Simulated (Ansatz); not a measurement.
# GeP2H (quartet): from Hartree-Fock to the top rungs at a displaced geometry (v1), cc-pVDZ

The task here is to estimate one member of a computed series from the others.

Computed with Ansatz 0.2.0, Gaussian basis. Level: cc-pVDZ, core rule «outside noble gas», up to 24 orbitals frozen.

To be run: UHF; CCSD(T) on ROHF; CCSD(T) on UHF; BCCD(T) on ROHF; CISD; CCSDT(Q) on ROHF; CCSDT(Q) on UHF.

25 further runs of the same task are left out: 12 that didn't finish, 13 set aside as unsound or not needed.

## The geometry

The geometry is a PBE0/def2-TZVP stationary point (not a proven minimum) with its atoms shifted at random (size 0.040 Å). No spin-orbit coupling is included. The filled d shell of Ge may be among the frozen orbitals whatever the setting's name suggests; the logs give the count.

4 atoms, charge 0, spin multiplicity 4.

Atoms are counted from 1 here; the program's logs count them from 0.

Bond lengths: P1–Ge2 2.187 Å, P1–H4 1.394 Å, Ge2–P3 2.295 Å. Angles: Ge2–P1–H4 97.2°, P1–Ge2–P3 112.2°.

The first run:

in.yaml reads:

```yaml
crystal:
  periodic: [false, false, false]
  atoms:
    - {symbol: P, position_ang: [-0.009906, -0.745655, 1.777475]}
    - {symbol: Ge, position_ang: [-0.010739, 0.571072, 0.031372]}
    - {symbol: P, position_ang: [0.037225, -0.601859, -1.940493]}
    - {symbol: H, position_ang: [-0.065552, 0.252910, 2.748556]}
basis:
  gaussian: {orbitals: cc-pVDZ}
magnetization: {spin_polarized: true, initial_magnetization: 3}
hamiltonian: {xc: hf}
output: {orbitals: {seedname: orbitals}}
```

Started as:

```sh
ansatz run in.yaml --threads 1 --pin off --events-out ev --progress --plain --max-ram 2393MiB
```

Steps of the session up to this table: UHF; CCSD(T) on ROHF; CCSD(T) on UHF; BCCD(T) on ROHF; CISD; CCSDT(Q) on ROHF; CCSDT(Q) on UHF.

One of the session's tables, all rows but one given; the rest of the session is left out.

| method | from RCCSDT(Q) (kcal/mol) |
| --- | --- |
| ROHF | +211.51 |
| UHF | +199.96 |
| RMP2 | +39.47 |
| UMP2 | +45.69 |
| CISD | +38.16 |
| RCCSD | +12.40 |
| UCCSD | +11.75 |
| RCCSD(T) | +2.45 |
| UCCSD(T) | +2.84 |
| BCCD(T) | +2.45 |
| RCCSDT | +1.00 |
| UCCSDT | +0.88 |
| RCCSDT(Q) | 0 |
| UCCSDT(Q) | ? |

**Question.** Estimate the row for UCCSDT(Q).

**Answer.** from RCCSDT(Q) (kcal/mol): -0.15. In the column «from RCCSDT(Q) (kcal/mol)» it is the lowest.

To keep in mind: Warnings: spin contamination; large T1 diagnostic. Restricted and unrestricted rows rest on different reference determinants; where their highest levels disagree by more than a few hundredths of an eV, they describe different states and don't form one ladder.
